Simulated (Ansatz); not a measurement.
The system is HPbNO4.

```
CELL_PARAMETERS angstrom
4.12040 -0.00081 -0.01120
0.00404 6.42722 0.05360
0.02791 3.20707 7.74994
ATOMIC_POSITIONS crystal
H 0.90366 0.21821 0.48851
H 0.40337 0.78177 0.51142
Pb 0.39455 0.30863 0.70725
Pb 0.89489 0.69135 0.29266
N 0.63409 0.19990 0.20730
N 0.13386 0.80012 0.79275
O 0.90829 0.32866 0.54369
O 0.53792 0.39076 0.19497
O 0.53483 0.11279 0.10602
O 0.83718 0.08887 0.32672
O 0.40817 0.67132 0.45624
O 0.03774 0.60924 0.80520
O 0.03429 0.88737 0.89397
O 0.33716 0.91101 0.67330
```

The cell was built by a generator and needn't be a form met in nature.

Base run:

```yaml
Program: Ansatz 0.2.0
Functional: PBE
Potentials_or_basis: Ansatz PAW
Cutoff: "420 eV (not typed: the program's choice for these potentials)"
k_mesh: 7 × 5 × 4
Occupations: fermi-dirac, width 0.05 eV
Spin: no spin polarisation
```

Its results: band gap on the k mesh 3.30 eV, indirect (least direct gap 3.39 eV); pressure 0.0 GPa; largest force 0.007 eV/Å.

Question: The run is repeated on the same cell with these changes: k mesh from 7 × 5 × 4 to 5 × 4 × 3; spin from no spin polarisation to spin-orbit coupling, no magnetisation; potential files from those of the base run to others of the same set. What comes out?

Answer: Band gap on the k mesh 3.21 eV, indirect (least direct gap 3.26 eV); pressure -0.1 GPa; largest force 0.061 eV/Å.

Several settings changed at once, so the effect can't be laid on one alone.

Caveats: spin-orbit coupling is left out, which as a rule narrows the gap of such compounds by several tenths of an eV (some runs).
